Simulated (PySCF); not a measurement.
# One shape, several levels: GeHCl3 (SMILES [Cl][GeH]([Cl])[Cl])

We compute a comparison of 6 runs (HF/STO-3G, HF/def2-SVP, B3LYP/6-31G*, PBE0/def2-SVP, CCSD(T)/def2-SVPD) of GeHCl3. Input form: a Python script.

Program for the calculation: PySCF 2.14.0.

### Step 1. The molecule

The species is GeHCl3 (5 atoms), meant as a singlet with charge 0. As SMILES, `[Cl][GeH]([Cl])[Cl]`. The coordinates come from a PBE0-D4/def2-TZVP relaxation.

Bond lengths: Cl1–Ge2 2.126 Å, Ge2–Cl3 2.126 Å, Ge2–Cl4 2.126 Å, Ge2–H5 1.525 Å. Angles: Cl1–Ge2–Cl3 108.5°, Cl1–Ge2–Cl4 108.5°, Cl3–Ge2–Cl4 108.5°, Cl1–Ge2–H5 110.4°, Cl3–Ge2–H5 110.5°, Cl4–Ge2–H5 110.5°.

### Step 2. Energy and forces at HF/STO-3G (run 1)

Contents of calc.py:

```python
import pyscf.grad
from pyscf import gto

mol = gto.M(
    atom='''
Cl    -2.225530    -0.024188     3.213857
Ge     0.193508     0.171209     0.011716
Cl     2.112525    -3.340280    -0.350166
Cl    -2.069439     0.728678    -3.261289
H      2.083612     2.325686     0.308025
''',
    max_memory=1860,
    unit='bohr',
    basis='sto-3g',
    spin=0,
    verbose=4,
)

mf = mol.RHF()
mf.conv_tol = 1e-10
mf.kernel()
if not mf.converged:
    mf = mf.newton().run(mf.mo_coeff, mf.mo_occ)

etot = mf.e_tot
print(f'total energy: {etot:.8f} hartree')
grad = mf.Gradients().kernel()
mf.analyze()
```

The run is started by

```console
$ OMP_NUM_THREADS=1 python calc.py
```

Log:

```text
PySCF version 2.14.0

[INPUT] num. atoms = 5
[INPUT] num. electrons = 84
[INPUT] charge = 0
[INPUT] spin (= nelec alpha-beta = 2S) = 0
[INPUT] symmetry False subgroup None
[INPUT] Mole.unit = bohr
[INPUT] Symbol           X                Y                Z      unit          X                Y                Z       unit  Magmom
[INPUT]  1 Cl    -1.177699758219  -0.012799738378   1.700699883556 AA   -2.225530000000  -0.024188000000   3.213857000000 Bohr   0.0
[INPUT]  2 Ge     0.102400023731   0.090599901104   0.006199840203 AA    0.193508000000   0.171209000000   0.011716000000 Bohr   0.0
[INPUT]  3 Cl     1.117900087499  -1.767600054092  -0.185299867239 AA    2.112525000000  -3.340280000000  -0.350166000000 Bohr   0.0
[INPUT]  4 Cl    -1.095099958189   0.385599791699  -1.725799817024 AA   -2.069439000000   0.728678000000  -3.261289000000 Bohr   0.0
[INPUT]  5 H      1.102599986799   1.230700030956   0.162999810394 AA    2.083612000000   2.325686000000   0.308025000000 Bohr   0.0

[... 59 lines left out ...]
Nuclear Repulsion Energy =             559.185616042782272
[... 6 lines left out ...]
MO #1   energy= -400.733213787795  occ= 2
[... 4 lines left out ...]
MO #6   energy= -45.6370481685125  occ= 2
[... 4 lines left out ...]
MO #11  energy= -10.3880412629327  occ= 2
[... 4 lines left out ...]
MO #16  energy= -7.82637983580108  occ= 2
[... 4 lines left out ...]
MO #21  energy= -6.6581259833483   occ= 2
[... 4 lines left out ...]
MO #26  energy= -1.03732449241755  occ= 2
[... 4 lines left out ...]
MO #31  energy= -0.831286565261627 occ= 2
[... 4 lines left out ...]
MO #36  energy= -0.50563495580056  occ= 2
[... 4 lines left out ...]
MO #41  energy= -0.417392295566063 occ= 2
[... 4 lines left out ...]
MO #46  energy= 0.43722296443461   occ= 0
[... 15 lines left out ...]
pop of  1 Ge 2px          1.99999
pop of  1 Ge 2py          1.99999
pop of  1 Ge 2pz          1.99999
pop of  1 Ge 3px          1.99878
pop of  1 Ge 3py          1.99879
pop of  1 Ge 3pz          1.99873
pop of  1 Ge 4px          0.71915
pop of  1 Ge 4py          0.74317
pop of  1 Ge 4pz          0.64087
pop of  1 Ge 3dxy         1.98827
pop of  1 Ge 3dyz         1.99940
pop of  1 Ge 3dz^2        1.99259
pop of  1 Ge 3dxz         1.98963
pop of  1 Ge 3dx2-y2      1.99651
pop of  2 Cl 1s           2.00000
pop of  2 Cl 2s           1.99988
pop of  2 Cl 3s           1.92767
pop of  2 Cl 2px          1.99991
pop of  2 Cl 2py          1.99974
pop of  2 Cl 2pz          1.99998
pop of  2 Cl 3px          1.83045
pop of  2 Cl 3py          1.53811
pop of  2 Cl 3pz          1.95520
pop of  3 Cl 1s           2.00000
pop of  3 Cl 2s           1.99988
pop of  3 Cl 3s           1.92767
pop of  3 Cl 2px          1.99988
pop of  3 Cl 2py          1.99997
pop of  3 Cl 2pz          1.99977
pop of  3 Cl 3px          1.78780
pop of  3 Cl 3py          1.95328
pop of  3 Cl 3pz          1.58268
pop of  4 H 1s            1.06591
 ** Mulliken atomic charges  **
charge of    0Cl =     -0.25094
charge of    1Ge =      0.81873
charge of    2Cl =     -0.25094
charge of    3Cl =     -0.25094
charge of    4H =     -0.06591
Dipole moment(X, Y, Z, Debye):  1.70460,  1.94301,  0.26676
```

It took 3.3 s on 1 thread of Intel Xeon at 2.70GHz, shared host; peak memory 0.12 GiB.

### Step 3. Energy and gradient at HF/def2-SVP (run 2)

Contents of input.py:

```python
from pyscf import gto

mol = gto.M(
    atom='''
Cl      -1.177700      -0.012800       1.700700
Ge       0.102400       0.090600       0.006200
Cl       1.117900      -1.767600      -0.185300
Cl      -1.095100       0.385600      -1.725800
H        1.102600       1.230700       0.163000
''',
    spin=0,
    max_memory=1860,
    charge=0,
    basis='def2-svp',
    verbose=4,
)

mf = mol.RHF()
mf.conv_tol = 1e-10
mf.kernel()
if not mf.converged:
    mf = mf.newton().run(mf.mo_coeff, mf.mo_occ)

e_final = mf.e_tot
print('E = %.10f Eh' % e_final)
grad = mf.nuc_grad_method().kernel()
dip = mf.dip_moment()
pop, q = mf.mulliken_pop()
```

The run is started by

```console
$ OMP_NUM_THREADS=1 python input.py
```

Log:

```text
PySCF version 2.14.0

[INPUT] num. atoms = 5
[INPUT] num. electrons = 84
[INPUT] charge = 0
[INPUT] spin (= nelec alpha-beta = 2S) = 0
[INPUT] symmetry False subgroup None
[INPUT] Mole.unit = angstrom
[INPUT] Symbol           X                Y                Z      unit          X                Y                Z       unit  Magmom
[INPUT]  1 Cl    -1.177700000000  -0.012800000000   1.700700000000 AA   -2.225530456900  -0.024188494394   3.213857220048 Bohr   0.0
[INPUT]  2 Ge     0.102400000000   0.090600000000   0.006200000000 AA    0.193507955155   0.171209186886   0.011716301972 Bohr   0.0
[INPUT]  3 Cl     1.117900000000  -1.767600000000  -0.185300000000 AA    2.112524834651  -3.340279897781  -0.350166250882 Bohr   0.0
[INPUT]  4 Cl    -1.095100000000   0.385600000000  -1.725800000000 AA   -2.069439079011   0.728678393632  -3.261289345774 Bohr   0.0
[INPUT]  5 H      1.102600000000   1.230700000000   0.163000000000 AA    2.083612024945   2.325685941502   0.308025358304 Bohr   0.0

[... 46 lines left out ...]
converged SCF energy = -3453.88318422107
[... 12 lines left out ...]
Dipole moment(X, Y, Z, Debye):  1.09465,  1.24780,  0.17136
[... 58 lines left out ...]
pop of  2 Cl 3px          0.70929
pop of  2 Cl 3py          0.63354
pop of  2 Cl 3pz          0.74240
pop of  2 Cl 4px          1.12717
pop of  2 Cl 4py          0.98724
pop of  2 Cl 4pz          1.18724
pop of  2 Cl 3dxy         0.00853
pop of  2 Cl 3dyz         0.00251
pop of  2 Cl 3dz^2        0.00348
pop of  2 Cl 3dxz         0.00080
pop of  2 Cl 3dx2-y2      0.00501
pop of  3 Cl 1s           1.99947
pop of  3 Cl 2s           1.99163
pop of  3 Cl 3s           1.20539
pop of  3 Cl 4s           0.75865
pop of  3 Cl 2px          1.98067
pop of  3 Cl 2py          1.98184
pop of  3 Cl 2pz          1.97921
pop of  3 Cl 3px          0.69853
pop of  3 Cl 3py          0.74122
pop of  3 Cl 3pz          0.64547
pop of  3 Cl 4px          1.10589
pop of  3 Cl 4py          1.18405
pop of  3 Cl 4pz          1.01172
pop of  3 Cl 3dxy         0.00129
pop of  3 Cl 3dyz         0.00248
pop of  3 Cl 3dz^2        0.00557
pop of  3 Cl 3dxz         0.00933
pop of  3 Cl 3dx2-y2      0.00167
pop of  4 H 1s            0.71684
pop of  4 H 2s            0.36095
pop of  4 H 2px           0.00563
pop of  4 H 2py           0.00715
pop of  4 H 2pz           0.00067
 ** Mulliken atomic charges  **
charge of    0Cl =     -0.30407
charge of    1Ge =      1.00347
charge of    2Cl =     -0.30408
charge of    3Cl =     -0.30407
charge of    4H =     -0.09125
```

Wall time 8.7 s (1 thread of Intel Xeon at 2.70GHz, shared host); peak memory 0.18 GiB.

Run 3 isn't shown in full; the table further down has it.

### Step 4. Energy and gradient at PBE0/def2-SVP (run 4)

Contents of input.py:

```python
import pyscf.grad
from pyscf import gto, dft

molecule = gto.M(
    atom='''
Cl      -1.177700      -0.012800       1.700700
Ge       0.102400       0.090600       0.006200
Cl       1.117900      -1.767600      -0.185300
Cl      -1.095100       0.385600      -1.725800
H        1.102600       1.230700       0.163000
''',
    max_memory=1860,
    basis='def2-svp',
    spin=0,
    verbose=3,
)

mf = dft.RKS(molecule)
mf.xc = 'pbe0'
mf.grids.level = 5
mf.conv_tol = 1e-10
mf.kernel()
if not mf.converged:
    mf = mf.newton().run(mf.mo_coeff, mf.mo_occ)

e_final = mf.e_tot
print(f'total energy: {e_final:.8f} hartree')
grad = mf.Gradients().kernel()
mf.analyze()
```

The run is started by

```console
$ OMP_NUM_THREADS=1 python input.py
```

Log:

```text
converged SCF energy = -3456.92229990522
[... 12 lines left out ...]
MO #3   energy= -101.695299905749  occ= 2
[... 7 lines left out ...]
MO #11  energy= -9.54733993134772  occ= 2
[... 7 lines left out ...]
MO #19  energy= -7.27955374598636  occ= 2
[... 7 lines left out ...]
MO #27  energy= -1.32872696701702  occ= 2
[... 7 lines left out ...]
MO #35  energy= -0.436358532034524 occ= 2
[... 7 lines left out ...]
MO #43  energy= -0.0416283697597559 occ= 0
[... 7 lines left out ...]
MO #51  energy= 0.311836431707571  occ= 0
[... 7 lines left out ...]
MO #59  energy= 0.720306731674606  occ= 0
[... 7 lines left out ...]
MO #67  energy= 0.775554273524755  occ= 0
[... 7 lines left out ...]
MO #75  energy= 0.949089704437392  occ= 0
[... 7 lines left out ...]
MO #83  energy= 1.34691153739824   occ= 0
[... 7 lines left out ...]
MO #91  energy= 2.60937405613758   occ= 0
[... 6 lines left out ...]
Dipole moment(X, Y, Z, Debye):  0.96798,  1.10341,  0.15156
```

Run time: 37 s. Hardware: 1 thread of Intel Xeon at 2.70GHz, shared host; peak memory 0.89 GiB.

Run 5 isn't shown in full; the table further down has it.

### Step 5. A single-point energy at CCSD(T)/def2-SVPD (run 6)

Contents of calc.py:

```python
# [Cl][GeH]([Cl])[Cl]
from pyscf import gto, scf, cc

molecule = gto.M(
    atom='''
Cl  -1.177700  -0.012800   1.700700
Ge   0.102400   0.090600   0.006200
Cl   1.117900  -1.767600  -0.185300
Cl  -1.095100   0.385600  -1.725800
H    1.102600   1.230700   0.163000
''',
    basis='def2-svpd',
    max_memory=1860,
    verbose=4,
    spin=0,
)

mf = scf.RHF(molecule)
mf.conv_tol = 1e-10
mf.kernel()
if not mf.converged:
    mf = mf.newton().run(mf.mo_coeff, mf.mo_occ)

mycc = cc.CCSD(mf, frozen=24)
mycc.kernel()
e_t = mycc.ccsd_t()
e_tot = mycc.e_tot + e_t
print('E = %.10f Eh' % e_tot)
dip = mf.dip_moment()
pop, q = mf.mulliken_pop()
```

The run is started by

```console
$ OMP_NUM_THREADS=1 python calc.py
```

Log:

```text
PySCF version 2.14.0

[INPUT] num. atoms = 5
[INPUT] num. electrons = 84
[INPUT] charge = 0
[INPUT] spin (= nelec alpha-beta = 2S) = 0
[INPUT] symmetry False subgroup None
[INPUT] Mole.unit = angstrom
[INPUT] Symbol           X                Y                Z      unit          X                Y                Z       unit  Magmom
[INPUT]  1 Cl    -1.177700000000  -0.012800000000   1.700700000000 AA   -2.225530456900  -0.024188494394   3.213857220048 Bohr   0.0
[INPUT]  2 Ge     0.102400000000   0.090600000000   0.006200000000 AA    0.193507955155   0.171209186886   0.011716301972 Bohr   0.0
[INPUT]  3 Cl     1.117900000000  -1.767600000000  -0.185300000000 AA    2.112524834651  -3.340279897781  -0.350166250882 Bohr   0.0
[INPUT]  4 Cl    -1.095100000000   0.385600000000  -1.725800000000 AA   -2.069439079011   0.728678393632  -3.261289345774 Bohr   0.0
[INPUT]  5 H      1.102600000000   1.230700000000   0.163000000000 AA    2.083612024945   2.325685941502   0.308025358304 Bohr   0.0

[... 46 lines left out ...]
converged SCF energy = -3453.90382151316
[... 12 lines left out ...]
Init t2, MP2 energy = -3454.56393606299  E_corr(MP2) -0.660114549836454
[... 13 lines left out ...]
CCSD converged
[... 3 lines left out ...]
Dipole moment(X, Y, Z, Debye):  1.06374,  1.21257,  0.16655
[... 94 lines left out ...]
pop of  3 Cl 2s           1.99123
pop of  3 Cl 3s           1.21359
pop of  3 Cl 4s           0.75843
pop of  3 Cl 5s           0.03492
pop of  3 Cl 2px          1.98029
pop of  3 Cl 2py          1.98148
pop of  3 Cl 2pz          1.97882
pop of  3 Cl 3px          0.69774
pop of  3 Cl 3py          0.74080
pop of  3 Cl 3pz          0.64399
pop of  3 Cl 4px          1.10453
pop of  3 Cl 4py          1.16207
pop of  3 Cl 4pz          1.02989
pop of  3 Cl 5px          0.08091
pop of  3 Cl 5py          0.08010
pop of  3 Cl 5pz          0.07637
pop of  3 Cl 3dxy         0.00120
pop of  3 Cl 3dyz         0.00232
pop of  3 Cl 3dz^2        0.00533
pop of  3 Cl 3dxz         0.00910
pop of  3 Cl 3dx2-y2      0.00159
pop of  3 Cl 4dxy         0.00238
pop of  3 Cl 4dyz         0.00763
pop of  3 Cl 4dz^2        0.00883
pop of  3 Cl 4dxz         0.00733
pop of  3 Cl 4dx2-y2      0.00340
pop of  4 H 1s            0.70953
pop of  4 H 2s            0.36153
pop of  4 H 2px           0.00560
pop of  4 H 2py           0.00713
pop of  4 H 2pz           0.00063
pop of  4 H 3px           0.02004
pop of  4 H 3py           0.02221
pop of  4 H 3pz           0.01294
 ** Mulliken atomic charges  **
charge of    0Cl =     -0.60368
charge of    1Ge =      1.95064
charge of    2Cl =     -0.60368
charge of    3Cl =     -0.60367
charge of    4H =     -0.13961
```

Wall time 2.5 min (1 thread of Intel Xeon at 2.70GHz, shared host); peak memory 1.1 GiB.

### Step 6. All runs side by side

| run | level | integration grid | Cartesian functions | energy (Eh) | dipole moment (D) of the reference | HOMO energy (eV) | LUMO energy (eV) | wall time |
| --- | --- | --- | --- | --- | --- | --- | --- | --- |
| 1 | HF/STO-3G | – | no | -3416.247581 | 2.60 | -11.24 | 5.96 | 3.3 s |
| 2 | HF/def2-SVP | – | no | -3453.883184 | 1.67 | -12.66 | 3.05 | 8.7 s |
| 3 | B3LYP/6-31G* (spherical functions) | 5 | no | -3458.065267 | 1.64 | -9.03 | -1.73 | 48 s |
| 4 | PBE0/def2-SVP | 5 | no | -3456.922300 | 1.48 | -9.23 | -1.13 | 37 s |
| 5 | B3LYP/6-31G* (Cartesian functions) | 5 | yes | -3458.079946 | 1.63 | -9.03 | -1.77 | 46 s |
| 6 | CCSD(T)/def2-SVPD | – | no | -3454.615210 | 1.62 | -12.83 | 1.87 | 2.5 min |

### Step 7. Summary of results

| quantity | value |
| --- | --- |
| run 6: total energy | -3454.61521 Eh |
| run 6: dipole moment (Hartree–Fock density) | 1.62 D |
| run 6: HOMO energy (Hartree–Fock orbitals) | -12.83 eV |
| run 6: LUMO energy (Hartree–Fock orbitals) | 1.87 eV |
| run 6: HOMO–LUMO gap (Hartree–Fock orbitals) | 14.70 eV |
| run 6: correlation energy (24 core orbitals frozen) | -711.4 mEh |
| run 6: (T) correction | -20.43 mEh |
| run 6: T1 diagnostic | 0.009 |

**Reading.** Over runs 1, 2, 3, 4, 5 the dipole moment (its size) runs from 1.48 D (PBE0/def2-SVP) to 2.60 D (HF/STO-3G). The two ends differ in method and basis. Over runs 1, 2, 3, 4, 5 the HOMO–LUMO gap runs from 7.26 eV (B3LYP/6-31G*) to 17.20 eV (HF/STO-3G). Totals of different functionals can't be ranked against each other. In run 1 the basis is minimal, so the values are rough. All runs together took 4.9 min, the longest 2.5 min.
